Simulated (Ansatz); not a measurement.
# CH6SeSi2: how energies converge with the basis set

The task here is to estimate one member of a computed series from the others.

Computed with Ansatz 0.2.0, Gaussian basis. Level: one geometry, several basis sets.

Levels to be run: PBE0-D4/def2-SVP; ωB97M-V/def2-SVP; PBE0-D4/def2-QZVPP; ωB97M-V/def2-QZVPP; the functionals' def2-TZVPP values are taken from earlier runs.

**Structure used throughout**

An earlier PBE0-D4 in a triple-zeta def2 set relaxation fixed the geometry.

SMILES `C1[SiH2][Se][SiH2]1`, 10 atoms, charge 0, spin multiplicity 1.

Atoms are counted from 1 here; the program's logs count them from 0.

Bond lengths: C1–Si2 1.881 Å, C1–Si4 1.881 Å, C1–H5 1.091 Å, C1–H6 1.091 Å, Si2–Se3 2.294 Å, Si2–H7 1.486 Å, Si2–H8 1.486 Å, Se3–Si4 2.294 Å, Si4–H9 1.486 Å, Si4–H10 1.486 Å. Angles: Si2–C1–Si4 94.4°, Si2–C1–H5 113.3°, Si2–C1–H6 113.2°, Si4–C1–H5 113.3°, Si4–C1–H6 113.2°, H5–C1–H6 108.9°, C1–Si2–Se3 95.8°, C1–Si2–H7 114.0°, C1–Si2–H8 114.1°, Se3–Si2–H7 112.1°, Se3–Si2–H8 112.1°, H7–Si2–H8 108.5°, Si2–Se3–Si4 74.0°, C1–Si4–Se3 95.8°, C1–Si4–H9 114.1°, C1–Si4–H10 114.0°, Se3–Si4–H9 112.1°, Se3–Si4–H10 112.1° and more.

The first run:

Input file in.yaml:

```yaml
crystal:
  periodic: [false, false, false]
  atoms:
    - {symbol: C, position_ang: [-0.564248, 0.431492, -0.592477]}
    - {symbol: Si, position_ang: [-0.247743, -1.386782, -0.226904]}
    - {symbol: Se, position_ang: [1.334002, -1.023925, 1.394416]}
    - {symbol: Si, position_ang: [0.688111, 1.053348, 0.666434]}
    - {symbol: H, position_ang: [-0.323042, 0.714531, -1.618356]}
    - {symbol: H, position_ang: [-1.586539, 0.742471, -0.370883]}
    - {symbol: H, position_ang: [0.298715, -2.149306, -1.379377]}
    - {symbol: H, position_ang: [-1.431080, -2.114894, 0.300188]}
    - {symbol: H, position_ang: [0.096836, 1.869132, 1.758750]}
    - {symbol: H, position_ang: [1.818286, 1.812733, 0.071208]}
basis:
  gaussian: {orbitals: def2-SVP}
hamiltonian: {xc: pbe0, dispersion: d4}
output: {orbitals: {seedname: orbitals}}
```

Launch:

```
> ansatz run in.yaml --threads 4 --pin off --events-out ev --progress --plain --max-ram 10444MiB
```

Among the steps run: PBE0-D4 in def2-SVP; ωB97M-V in def2-SVP; PBE0-D4 in def2-QZVPP; ωB97M-V in def2-QZVPP.

One of the session's tables, all rows but one given; the rest of the session is left out.

It belongs to the step «Functionals by basis». 

```
functional       basis  HOMO (eV)
   PBE0-D4    def2-SVP      -6.84
   PBE0-D4  def2-TZVPP      -6.92
   PBE0-D4  def2-QZVPP      -6.93
   ωB97M-V    def2-SVP      -8.91
   ωB97M-V  def2-TZVPP          ?
   ωB97M-V  def2-QZVPP      -9.03
```

**Question.** Estimate the row for ωB97M-V, def2-TZVPP.

As computed: HOMO (eV): -9.02. In the column «HOMO (eV)» it lies between ωB97M-V, def2-QZVPP (-9.03) and ωB97M-V, def2-SVP (-8.91).
